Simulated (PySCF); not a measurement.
**SnBr4: a look at the electrons**

Aim: take SnBr4 and analyse its density (charges, bond critical points, surface potential), see where an electron leaves and enters and measure its response to a uniform field.

Method: levels as typed in each script, gas phase, geometry from GFN2-xTB; program: PySCF 2.14.0.

## (1) The starting structure

SMILES `Br[Sn](Br)(Br)Br`, 5 atoms, charge 0, spin multiplicity 1.

Bond lengths: Br1–Sn2 2.552 Å, Sn2–Br3 2.552 Å, Sn2–Br4 2.551 Å, Sn2–Br5 2.551 Å. Angles: Br1–Sn2–Br3 109.5°, Br1–Sn2–Br4 109.5°, Br1–Sn2–Br5 109.5°, Br3–Sn2–Br4 109.5°, Br3–Sn2–Br5 109.5°, Br4–Sn2–Br5 109.5°.

Geometry (Å):

```xyz
5

Br    1.9454   -0.7464    1.4729
Sn    0.0000   -0.0001   -0.0001
Br   -1.9454    0.7464    1.4729
Br   -0.7465   -1.9450   -1.4729
Br    0.7465    1.9451   -1.4729
```

## (2) Density, bond paths and surface potential (PBE0/def2-tzvp)

File input.py:

```python
import numpy as np
from pyscf import gto, scf, dft
from pyscf.scf import atom_ks, atom_hf
from scipy.linalg import block_diag

def solve(mol, dm0=None, hcore=None):
    mf = (dft.UKS if mol.spin else dft.RKS)(mol, xc='pbe0')
    mf.grids.level = 3
    mf = mf.density_fit(auxbasis='def2-universal-jkfit')
    mf.conv_tol, mf.max_cycle = 1e-8, 80
    if hcore is not None:
        mf.get_hcore = lambda *args: hcore
    mf.kernel(dm0)
    if not mf.converged:
        mf = mf.newton().run(mf.mo_coeff, mf.mo_occ, max_cycle=30)
    assert mf.converged, 'SCF not converged'
    return mf

mol = gto.M(atom='''
Br     1.94538    -0.74638     1.47293
Sn    -0.00002    -0.00005    -0.00005
Br    -1.94536     0.74643     1.47293
Br    -0.74652    -1.94503    -1.47289
Br     0.74654     1.94506    -1.47290
''', basis='def2-tzvp', ecp={'Sn': 'def2-tzvp'}, charge=0, spin=0, verbose=4)
mf = solve(mol)
mf.analyze()
# spherically averaged free atoms, for the promolecule
atom_ks.AtomSphAverageRKS.init_guess_by_vsap = lambda self, mol=None: self.init_guess_by_minao(mol)  # core potentials
atm = atom_ks.get_atm_nrks(mol, xc='pbe0')
pro = block_diag(*[(atm[a[0]][2] * atm[a[0]][3]) @ atm[a[0]][2].T for a in mol._atom])
np.savez('result.npz', e=mf.e_tot, c=mf.mo_coeff, occ=mf.mo_occ, eps=mf.mo_energy, pro=pro, dip=mf.dip_moment(verbose=0), s2=mf.spin_square()[0])
```

Command:

```sh
> OMP_NUM_THREADS=1 python input.py
```

## (4) Removing and adding an electron (PBE0/def2-tzvp)

input.py, as its differences from that of step 2:

```diff
@@ -26,3 +26,12 @@
 mf = solve(mol)
-mf.analyze()
+out = dict(e0=mf.e_tot, dm0=mf.make_rdm1(), c=mf.mo_coeff, occ=mf.mo_occ, eps=mf.mo_energy)
+for name, dq, spin in [('cation', 1, 1)]:
+    ion = mol.copy().set(charge=mol.charge + dq, spin=spin).build()
+    mi = solve(ion)
+    if spin and dq > 0 and mol.nao < 130:
+        c, _, stable, _ = mi.stability(return_status=True)
+        if not stable:
+            mi = solve(ion, mi.make_rdm1(c, mi.mo_occ))
+    print(name, 'vertical energy change / eV', (mi.e_tot - mf.e_tot) * 27.211386)
+    out.update({'e_' + name: mi.e_tot, 'dm_' + name: mi.make_rdm1(), 's2_' + name: mi.spin_square()[0], 'eps_' + name: mi.mo_energy, 'occ_' + name: mi.mo_occ})
 # spherically averaged free atoms, for the promolecule
@@ -31,2 +40,2 @@
 pro = block_diag(*[(atm[a[0]][2] * atm[a[0]][3]) @ atm[a[0]][2].T for a in mol._atom])
-np.savez('result.npz', e=mf.e_tot, c=mf.mo_coeff, occ=mf.mo_occ, eps=mf.mo_energy, pro=pro, dip=mf.dip_moment(verbose=0), s2=mf.spin_square()[0])
+np.savez('result.npz', pro=pro, **out)
```

## (5) Response to an electric field (PBE0/def2-tzvp)

input.py, as its differences from that of step 4:

```diff
@@ -25,13 +25,10 @@
 ''', basis='def2-tzvp', ecp={'Sn': 'def2-tzvp'}, charge=0, spin=0, verbose=4)
+field = np.array([0.004, 0.0, 0.0])  # atomic units
+mol.set_common_orig(mol.atom_charges() @ mol.atom_coords() / mol.atom_charges().sum())
 mf = solve(mol)
-out = dict(e0=mf.e_tot, dm0=mf.make_rdm1(), c=mf.mo_coeff, occ=mf.mo_occ, eps=mf.mo_energy)
-for name, dq, spin in [('cation', 1, 1)]:
-    ion = mol.copy().set(charge=mol.charge + dq, spin=spin).build()
-    mi = solve(ion)
-    if spin and dq > 0 and mol.nao < 130:
-        c, _, stable, _ = mi.stability(return_status=True)
-        if not stable:
-            mi = solve(ion, mi.make_rdm1(c, mi.mo_occ))
-    print(name, 'vertical energy change / eV', (mi.e_tot - mf.e_tot) * 27.211386)
-    out.update({'e_' + name: mi.e_tot, 'dm_' + name: mi.make_rdm1(), 's2_' + name: mi.spin_square()[0], 'eps_' + name: mi.mo_energy, 'occ_' + name: mi.mo_occ})
+out = dict(dm0=mf.make_rdm1(), d0=mf.dip_moment(unit='AU'), e0=mf.e_tot)
+for name, sign in (('p', 1), ('m', -1)):
+    h = mf.get_hcore() + sign * np.einsum('x,xij->ij', field, mol.intor('int1e_r'))
+    mi = solve(mol, mf.make_rdm1(), h)
+    out.update({'dm' + name: mi.make_rdm1(), 'd' + name: mi.dip_moment(unit='AU'), 'e' + name: mi.e_tot})
 # spherically averaged free atoms, for the promolecule
```

(Steps that only read results are left out.)

Q: Predict the outcome of this session. Wanted: dipole moment; HOMO, LUMO; polarisability along the field.

As calculated:

```
                                       quantity            value
                 dipole moment (PBE0/def2-tzvp)           0.00 D
                    HOMO, LUMO (PBE0/def2-tzvp)  -8.93, -4.38 eV
polarisability along the field (PBE0/def2-tzvp)      129.5 bohr³
```

**Reading.** At PBE0/def2-tzvp: The highest Hirshfeld charge is on Sn2 (+0.46 e), the lowest on Br1, Br3, Br4 and Br5 (−0.12 e). The geometry was not optimised at these levels.
